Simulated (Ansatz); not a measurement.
Runs of Ansatz 0.2.0 on NiMoIrPdW. The structure is trigonal, space group P3m1 (No. 156). The conventional cell has a = 2.770 Å, b = 2.770 Å, c = 21.881 Å, α = 90.00°, β = 90.00°, γ = 120.00°. Ni (site symmetry 3m) has 9 Ni at 2.52 to 2.77 Å and 3 W at 2.57 Å as nearest neighbours. Ni (site symmetry 3m) has 9 Ni at 2.52 to 2.77 Å and 3 Ir at 2.62 Å as nearest neighbours. Around Mo (site symmetry 3m) lie 3 Ir at 2.76 Å and 6 Mo at 2.77 Å and 3 Pd at 2.80 Å. Mo (site symmetry 3m) is surrounded by 3 Ir at 2.66 Å and 6 Mo at 2.77 Å and 3 Pd at 2.82 Å. Pd (site symmetry 3m) has 6 Pd at 2.77 Å and 3 W at 2.79 Å and 3 Mo at 2.80 Å as nearest neighbours. Pd (site symmetry 3m) has 6 Pd at 2.77 Å and 3 W at 2.80 Å and 3 Mo at 2.82 Å as nearest neighbours. Ir (site symmetry 3m) is surrounded by 3 Mo at 2.76 Å and 6 Ir at 2.77 Å and 3 W at 2.77 Å. Ir (site symmetry 3m) is surrounded by 3 Ni at 2.62 Å and 3 Mo at 2.66 Å and 6 Ir at 2.77 Å. The cell was built by a generator and needn't be a form met in nature.

| task | level | cell | k mesh | points for each segment of the path | mesh quality | gap on the mesh (eV) | pressure (GPa) | moment (μB) | largest force (eV/Å) |
| --- | --- | --- | --- | --- | --- | --- | --- | --- | --- |
| relaxation of cell and atoms | revPBE | relaxed | 8 × 8 × 1 | - | not flagged | none | 0.0 | 0.00 | 0.01 |
| single point | HSE06 | as given | 5 × 5 × 1 | - | coarse | none | -6.5 | 0.65 | 0.81 |
| band structure | revPBE | as given | 11 × 11 × 2 | 10 | not flagged | none | 2.9 | 0.00 | 0.19 |
| single point | B3LYP | as given | 5 × 5 × 1 | - | coarse | none | (b) | (a) | 0.60 |

Alike in all rows: potentials or basis Ansatz PAW; spin collinear, ferromagnetic start; cutoff (eV) 420; smearing fermi-dirac 0.05 eV.

Fill in the values left out.

(a) 1.04; (b) 3.5.

Caveats: some runs use coarse meshes; the PAW data sets come from PBE, with cores solved anew for the run's functional, which leaves a small shift of forces and pressure; the starting moments weren't kept (some runs); the magnetic or orbital state may not be the lowest (some runs); the thresholds are loose for stress (some runs); the plane-wave basis is chosen anew once the cell has moved, so the energies of steps on either side of that aren't comparable (some runs); spin-orbit coupling is left out, which moves the levels of the heavy elements (some runs).

A k mesh can miss the band edges, and the runs leave out spin-orbit coupling on Ir, Mo, Pd, W.

A gap of «none» marks a metal or a gap under the smearing width.

Runs at the PBE level aren't shown here.
